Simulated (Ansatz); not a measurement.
# CH4FNO2Si: up Jacob's ladder to CCSD(T)

One table from this session's results is given with a row withheld; the runs are named, their logs left out.

The runs use Ansatz 0.2.0, Gaussian basis; functionals in def2-TZVPP, the program's frozen cores in correlated methods.

The runs, in order: PBE-D4, r2SCAN-D4, PBE0-D4, B3LYP-D4, ωB97X-V, ωB97M-V, B2PLYP; CCSD(T)/def2-TZVPP; MP2/def2-QZVPP; extrapolation to the limit.

## The relaxed structure

All runs share one geometry, relaxed beforehand with PBE0-D4 in a triple-zeta def2 set.

SMILES `NC1(F)O[SiH2]O1`, 10 atoms, charge 0, spin multiplicity 1.

Atoms are counted from 1 here; the program's logs count them from 0.

Bond lengths: N1–C2 1.397 Å, N1–H7 1.010 Å, N1–H8 1.011 Å, C2–F3 1.352 Å, C2–O4 1.403 Å, C2–O6 1.436 Å, O4–Si5 1.673 Å, Si5–O6 1.664 Å, Si5–H9 1.478 Å, Si5–H10 1.480 Å. Angles: C2–N1–H7 111.6°, C2–N1–H8 111.1°, H7–N1–H8 110.7°, N1–C2–F3 107.8°, N1–C2–O4 112.7°, N1–C2–O6 117.1°, F3–C2–O4 110.9°, F3–C2–O6 107.4°, O4–C2–O6 100.8°, C2–O4–Si5 89.0°, O4–Si5–O6 81.9°, O4–Si5–H9 115.5°, O4–Si5–H10 114.4°, O6–Si5–H9 116.3°, O6–Si5–H10 115.0°, H9–Si5–H10 111.0°, C2–O6–Si5 88.2°.

Coordinates:

```xyz
10
charge 0, multiplicity 1
N    -0.0471   -1.7440   -0.2001
C    -0.5094   -0.4288   -0.1158
F    -1.8602   -0.4625   -0.1614
O     0.0050    0.3914   -1.1311
Si    0.4711    1.4947    0.0375
O    -0.1368    0.3226    1.0502
H     0.9590   -1.7886   -0.1305
H    -0.4798   -2.3268    0.5034
H    -0.2511    2.7846    0.0195
H     1.9326    1.7062    0.1313
```

Set-up of the first run:

The input, in.yaml:

```yaml
crystal:
  periodic: [false, false, false]
  atoms:
    - {symbol: N, position_ang: [-0.047146, -1.744002, -0.200051]}
    - {symbol: C, position_ang: [-0.509421, -0.428759, -0.115846]}
    - {symbol: F, position_ang: [-1.860162, -0.462489, -0.161382]}
    - {symbol: O, position_ang: [0.004953, 0.391397, -1.131093]}
    - {symbol: Si, position_ang: [0.471057, 1.494696, 0.037458]}
    - {symbol: O, position_ang: [-0.136818, 0.322617, 1.050192]}
    - {symbol: H, position_ang: [0.959041, -1.788610, -0.130508]}
    - {symbol: H, position_ang: [-0.479760, -2.326784, 0.503383]}
    - {symbol: H, position_ang: [-0.251063, 2.784644, 0.019484]}
    - {symbol: H, position_ang: [1.932620, 1.706192, 0.131263]}
basis:
  gaussian: {orbitals: def2-TZVPP}
hamiltonian: {xc: pbe, dispersion: d4}
output: {forces: true, orbitals: {seedname: orbitals}}
```

Launch:

```
$ ansatz run in.yaml --threads 4 --pin off --events-out ev --progress --plain --max-ram 10444MiB
```

Among the steps run: PBE-D4 (GGA); r2SCAN-D4 (meta-GGA); PBE0-D4 (hybrid); B3LYP-D4 (hybrid); ωB97X-V (range-separated); ωB97M-V (range-separated); B2PLYP (double hybrid); CCSD(T) in def2-TZVPP; MP2 in def2-QZVPP.

One table of the session follows, with a row left open; its other results are not shown here.

```
            method  atomisation energy (eV)
            PBE-D4                   41.688
         r2SCAN-D4                   40.571
           PBE0-D4                        ?
          B3LYP-D4                   40.260
           ωB97X-V                   40.789
           ωB97M-V                   40.738
            B2PLYP                   39.946
     HF/def2-TZVPP                   26.980
    MP2/def2-TZVPP                   40.520
   CCSD/def2-TZVPP                   38.352
CCSD(T)/def2-TZVPP                   39.173
           MP2/CBS                   41.888
       CCSD(T)/CBS                   40.541
```

Estimate the missing values for PBE0-D4.

**Answer.** atomisation energy (eV): 40.390. In the column «atomisation energy (eV)» it lies between B3LYP-D4 (40.260) and MP2/def2-TZVPP (40.520).
